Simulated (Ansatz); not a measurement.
Task: a relaxed scan of one distance of FH₄SiSn, SMILES [F][SnH][SiH3], with the Ansatz DFT code, driven from Python. Give the script and its output. Use (for the species named): Hartree-Fock, def2-SVP basis, multiplicity 2.

```tsv
atom	x (Å)	y (Å)	z (Å)
F	-1.7155	-1.6490	1.3257
Sn	-0.3096	-1.4709	0.0362
Si	0.5635	0.8804	0.0323
H	-0.8207	-1.8470	-1.5685
H	1.7011	0.9763	-0.9387
H	1.0897	1.2243	1.3902
H	-0.4473	1.8178	-0.3229
```

`run_relaxed_scan.py`
```python
# -*- coding: utf-8 -*-
"""Relaxed scan of one distance in FH4SiSn."""

import ansatz as az
from ase import Atoms
import numpy as np

config = {
    "basis": "def2-SVP",
    "functional": "hf",
}

atoms = Atoms(["F", "Sn", "Si", "H", "H", "H", "H"], positions=[
    [-1.7155, -1.649, 1.3257],
    [-0.3096, -1.4709, 0.0362],
    [0.5635, 0.8804, 0.0323],
    [-0.8207, -1.847, -1.5685],
    [1.7011, 0.9763, -0.9387],
    [1.0897, 1.2243, 1.3902],
    [-0.4473, 1.8178, -0.3229],
])
molecule = az.Crystal.molecule_from_ase(atoms)

calc = (
    molecule.calculation()
    .basis(gaussian=config["basis"])
    .functional(config["functional"])
    .spin("collinear", total=1)
)
symbols = [site.symbol for site in molecule.cartesian_sites]
pairs = [(0, 1), (1, 2), (1, 3), (2, 4), (2, 5), (2, 6)]
print("held (A)   E (eV)        ", "  ".join(f"{symbols[i]}{i}-{symbols[j]}{j}" for i, j in pairs))
for length in [1.59, 1.73, 1.86, 2.07, 2.33]:
    rep = calc.relax(constraints=[az.DistanceConstraint((1, 3), at=length)], force_tolerance=0.02, max_steps=60).run().report
    xyz = np.array(rep["positions_ang"])
    print(f"{length:6.2f} {rep['free_energy_ev']:14.5f}  ", "  ".join(f"{np.linalg.norm(xyz[i] - xyz[j]):.3f}" for i, j in pairs))
```

```console
$ python run_relaxed_scan.py
held (A)   E (eV)         F0-Sn1  Sn1-Si2  Sn1-H3  Si2-H4  Si2-H5  Si2-H6
DeckWarning: relax.constraints: the input's atoms, or those drawn, lie off the distances that are held; a relaxation that starts there is brought onto them ahead of its first SCF, by positions alone, [...]
  1.59   -16431.92716   1.942  2.615  1.590  1.482  1.479  1.482
  1.73   -16432.07022   1.940  2.622  1.730  1.482  1.479  1.481
  1.86   -16431.95882   1.939  2.627  1.860  1.481  1.479  1.480
  2.07   -16431.52552   1.938  2.638  2.070  1.481  1.479  1.480
  2.33   -16430.93269   1.941  2.656  2.330  1.483  1.482  1.481
```
(Warnings from the package without file and line, shortened, repeats left out.)

Total energies depend on the basis set; only differences at equal settings carry meaning. The energies are electronic: no zero-point or thermal terms, and the basis set is short of its limit. def2 sets replace the cores of elements past krypton by effective core potentials. The species is open-shell (spin multiplicity 2). The expectation value of S² is noticeably off S(S+1) in at least one run, so that state is spin-contaminated. Wall time of the script: 90 s on 1 thread of Arm Neoverse V1, with other jobs on the host, peak memory 0.28 GiB.
